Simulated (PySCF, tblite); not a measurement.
# C₈H₁₁BS: geometry, infrared bands and NMR shifts

Aim: predict the infrared bands and NMR shifts of C₈H₁₁BS (`B1CCC[C@@H]1c1cccs1`).

The runs use tblite 0.8.0 and PySCF 2.14.0, with density-fitted response routines of our own; the level of theory stands in each step. All values are computed, except where a source is named. Atoms count from 0, in the outputs and in this text.

### Step 1. Starting geometry

21 atoms, charge 0, multiplicity 1; geometry from: force field or distance geometry start.

Bonds of the start (Å): B0–C1 1.58, C1–C2 1.52, C2–C3 1.52, C3–C4 1.53, C4–C5 1.50, C5–C6 1.39, C6–C7 1.40, C7–C8 1.39, C8–S9 1.69, C4–B0 1.57, S9–C5 1.68, B0–H10 1.18, C1–H11 1.12, C1–H12 1.11, C2–H13 1.11, C2–H14 1.13, C3–H15 1.09, C3–H16 1.12, C4–H17 1.11, C6–H18 1.09, C7–H19 1.08, C8–H20 1.07.

### Step 2. Optimising the geometry with GFN2-xTB

The job: settings as JSON, then the geometry in Å.

```
{"job": {"kind": "relax", "xc": "GFN2-xTB", "basis": "xTB"}, "charge": 0, "multiplicity": 1}
B     -0.925100     1.103900     0.882500
C     -2.327600     0.369900     0.961700
C     -2.488300    -0.271800    -0.402400
C     -1.100700    -0.450600    -1.008900
C     -0.233900     0.685600    -0.462900
C      1.197500     0.285000    -0.272800
C      1.686200    -0.675400     0.607800
C      3.079600    -0.842200     0.545100
C      3.692900    -0.029400    -0.394800
S      2.498100     0.906900    -1.132500
H     -0.831000     2.216200     1.269300
H     -2.271800    -0.421200     1.758600
H     -3.150400     1.078800     1.205100
H     -3.032400    -1.238300    -0.336600
H     -3.085800     0.427200    -1.055500
H     -1.139900    -0.445700    -2.099000
H     -0.704600    -1.442400    -0.667400
H     -0.290600     1.545600    -1.168200
H      1.054100    -1.242300     1.289900
H      3.621200    -1.551200     1.161400
H      4.743800     0.008400    -0.608500
```

Command:

```sh
OMP_NUM_THREADS=1 python probes_run.py task.json out
```

This one command runs all jobs of the session in turn.

**Question.** This job is followed by: GFN2-xTB harmonic vibrations, gas phase; GIAO PBE0/pcSseg-1 NMR shielding, non-relativistic, gas phase. What will the session give for the following? strongest single infrared mode (GFN2-xTB); zero-point energy (GFN2-xTB); 13C shifts against TMS (PBE0/pcSseg-1); 1H shifts against TMS (PBE0/pcSseg-1); 11B shifts against BF3·OEt2 (PBE0/pcSseg-1); 33S shifts against CS2 (PBE0/pcSseg-1).

As calculated:

| quantity | value |
| --- | --- |
| strongest single infrared mode (GFN2-xTB) | 2683 cm⁻¹, 116 km/mol |
| zero-point energy (GFN2-xTB) | 105.2 kcal/mol |
| 13C shifts against TMS (PBE0/pcSseg-1) | 159.4, 132.1, 129.4, 127.3, 50.2, 45.5, 34.7, 30.5 ppm |
| 1H shifts against TMS (PBE0/pcSseg-1) | 8.07, 7.08, 6.88, 6.50, 2.71, 2.63, 2.23, 2.08, 1.65, 1.61, 1.31 ppm |
| 11B shifts against BF3·OEt2 (PBE0/pcSseg-1) | 93.6 ppm |
| 33S shifts against CS2 (PBE0/pcSseg-1) | 235 ppm |

Over 85 steps the energy fell by 0.560 eV; of the close pairs, C5–S9 changed most, 1.679 to 1.736 Å. No mode is imaginary among the 57: a minimum at this level. The strongest single mode, at 2683 cm⁻¹, moves mainly H10. GFN2-xTB is a fitted tight-binding method: band positions and strengths are rough. Its intensities can rank the bands wrongly. At PBE0/pcSseg-1: The largest span, 244 ppm, is at S9, where the paramagnetic term is -789 ppm. NICS(1)zz of -26 ppm above the planar ring from C5 marks a diatropic (aromatic) ring current.
